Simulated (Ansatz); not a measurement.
# SnTe: strong compression

An exercise on one series of results from a longer session: the logs are not shown, and one member is left open.

Method: DFT, r2SCAN, PAW with Ansatz's default frozen-core files, scalar-relativistic, in Ansatz 0.2.0.

## Starting point

The structure is cubic, space group Fm-3m (No. 225). The conventional cell has a = 5.783 Å, b = 5.783 Å, c = 5.783 Å, α = 90.00°, β = 90.00°, γ = 90.00°. Sn (site symmetry m-3m) is surrounded by 6 Te at 2.89 Å. Te (site symmetry m-3m) is surrounded by 6 Sn at 2.89 Å.

As a file:

```
Sn Te
1.0
     0.00000    2.89164    2.89164
     2.89164    0.00000    2.89164
     2.89164    2.89164    0.00000
Sn Te
1 1
Direct
  0.00000 0.00000 0.00000
  0.50000 0.50000 0.50000
```

Whether this phase is the stable one at these pressures isn't tested.

Atoms are numbered in the order of the input: Sn1, Te2.

Set-up of the first run:

input.yaml reads:

```yaml
crystal:
  lattice:
    - [0.0, 2.8916353749, 2.8916353749]
    - [2.8916353749, 0.0, 2.8916353749]
    - [2.8916353749, 2.8916353749, 0.0]
  atoms:
    - { symbol: Sn, position: [0.0, 0.0, 0.0] }
    - { symbol: Te, position: [0.5, 0.5, 0.5] }
kpoints:
  mp_grid: { grid: [13, 13, 13] }
scf:
  occupations: { method: fermi_dirac, width: 0.08 }
hamiltonian:
  xc: r2scan
  pseudopotentials: { kind: paw }
output:
  forces: true
  stress: true
  write_density: true
  write_potential: true
  elf: true
  volumetric_format: npy
relax:
  f_tol: 0.005
  max_steps: 40
  cell: {}
```

The run is started by

```
ansatz run input.yaml --threads 1 --pin off --max-ram 2048MiB --backend cpu --events-out ev --progress --plain --runs-dir out
```

Among the steps run: Cell relaxed at zero pressure, PAW; Volume scaled by 1, PAW; Volume scaled by 0.94, PAW; Volume scaled by 0.88, PAW; Volume scaled by 0.8, PAW; Volume scaled by 0.72, PAW; Volume scaled by 0.64, PAW; Volume scaled by 0.55, PAW; Volume scaled by 0.55, PAW (cutoff 800 eV).

One table of the session follows, with a row left open; its other results are not shown here.

| method | volume over the first | volume (Å³/atom) | pressure (GPa) |
| --- | --- | --- | --- |
| PAW | 1 | 32.283 | 0.02 |
| PAW | 0.94 | 30.346 | 3.14 |
| PAW | 0.88 | 28.409 | 7.46 |
| PAW | 0.8 | 25.826 | 15.92 |
| PAW | 0.72 | 23.244 | 29.36 |
| PAW | 0.64 | 20.661 | 51.66 |
| PAW | 0.55 | 17.756 | 99.50 |
| PAW (cutoff 800 eV) | 0.55 | ? | ? |

Q: Estimate the row for PAW (cutoff 800 eV), 0.55 from the others.

As computed: volume (Å³/atom): 17.756; pressure (GPa): 99.49.
